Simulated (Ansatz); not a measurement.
# C₄H₃F₃O₂: small, medium and large basis sets

The task here is to estimate one member of a computed series from the others.

Computed with Ansatz 0.2.0, Gaussian basis. Level: one geometry, several basis sets.

Levels to be run: PBE0-D4/def2-SVP; ωB97M-V/def2-SVP; PBE0-D4/def2-QZVPP; ωB97M-V/def2-QZVPP; the functionals' def2-TZVPP values are taken from earlier runs.

## Structure used throughout

All runs share one geometry, relaxed beforehand with PBE0-D4 in a triple-zeta def2 set.

SMILES `O=C(/C=C/O)C(F)(F)F`, 12 atoms, charge 0, spin multiplicity 1.

Atoms are counted from 1 here; the program's logs count them from 0.

Bond lengths: O1–C2 1.205 Å, C2–C3 1.452 Å, C2–C6 1.549 Å, C3–C4 1.342 Å, C3–H10 1.085 Å, C4–O5 1.326 Å, C4–H11 1.085 Å, O5–H12 0.965 Å, C6–F7 1.341 Å, C6–F8 1.341 Å, C6–F9 1.319 Å. Angles: O1–C2–C3 126.6°, O1–C2–C6 119.2°, C3–C2–C6 114.2°, C2–C3–C4 119.1°, C2–C3–H10 119.2°, C4–C3–H10 121.7°, C3–C4–O5 126.8°, C3–C4–H11 120.7°, O5–C4–H11 112.5°, C4–O5–H12 110.5°, C2–C6–F7 110.2°, C2–C6–F8 110.2°, C2–C6–F9 112.1°, F7–C6–F8 107.3°, F7–C6–F9 108.5°, F8–C6–F9 108.5°.

The first run:

in.yaml

```yaml
crystal:
  periodic: [false, false, false]
  atoms:
    - {symbol: O, position_ang: [-1.507704, -1.231132, -0.168669]}
    - {symbol: C, position_ang: [-0.554922, -0.646777, 0.282754]}
    - {symbol: C, position_ang: [0.217677, 0.390786, -0.377038]}
    - {symbol: C, position_ang: [-0.123780, 0.769610, -1.617963]}
    - {symbol: O, position_ang: [0.471694, 1.695228, -2.357757]}
    - {symbol: C, position_ang: [-0.059155, -0.997790, 1.707523]}
    - {symbol: F, position_ang: [1.213582, -1.418725, 1.664598]}
    - {symbol: F, position_ang: [-0.093063, 0.089988, 2.491495]}
    - {symbol: F, position_ang: [-0.791698, -1.939657, 2.268523]}
    - {symbol: H, position_ang: [1.055938, 0.839156, 0.145261]}
    - {symbol: H, position_ang: [-0.964996, 0.310045, -2.126086]}
    - {symbol: H, position_ang: [1.213629, 2.083969, -1.878640]}
basis:
  gaussian: {orbitals: def2-SVP}
hamiltonian: {xc: pbe0, dispersion: d4}
output: {orbitals: {seedname: orbitals}}
```

Command:

```console
$ ansatz run in.yaml --threads 2 --pin off --events-out ev --progress --plain --max-ram 32768MiB --backend cpu
```

Among the steps run: PBE0-D4 in def2-SVP; ωB97M-V in def2-SVP; PBE0-D4 in def2-QZVPP; ωB97M-V in def2-QZVPP.

One table of the session follows, with a row left open; its other results are not shown here.

It belongs to the step «Functionals by basis». 

```
functional       basis  HOMO (eV)  LUMO (eV)
   PBE0-D4    def2-SVP      -7.81      -1.89
   PBE0-D4  def2-TZVPP          ?          ?
   PBE0-D4  def2-QZVPP      -7.96      -2.14
   ωB97M-V    def2-SVP      -9.93       0.37
   ωB97M-V  def2-TZVPP     -10.07       0.12
   ωB97M-V  def2-QZVPP     -10.11       0.04
```

**Question.** Estimate the row for PBE0-D4, def2-TZVPP.

The run gave: HOMO (eV): -7.92; LUMO (eV): -2.08. In the column «HOMO (eV)» it lies between PBE0-D4, def2-QZVPP (-7.96) and PBE0-D4, def2-SVP (-7.81).
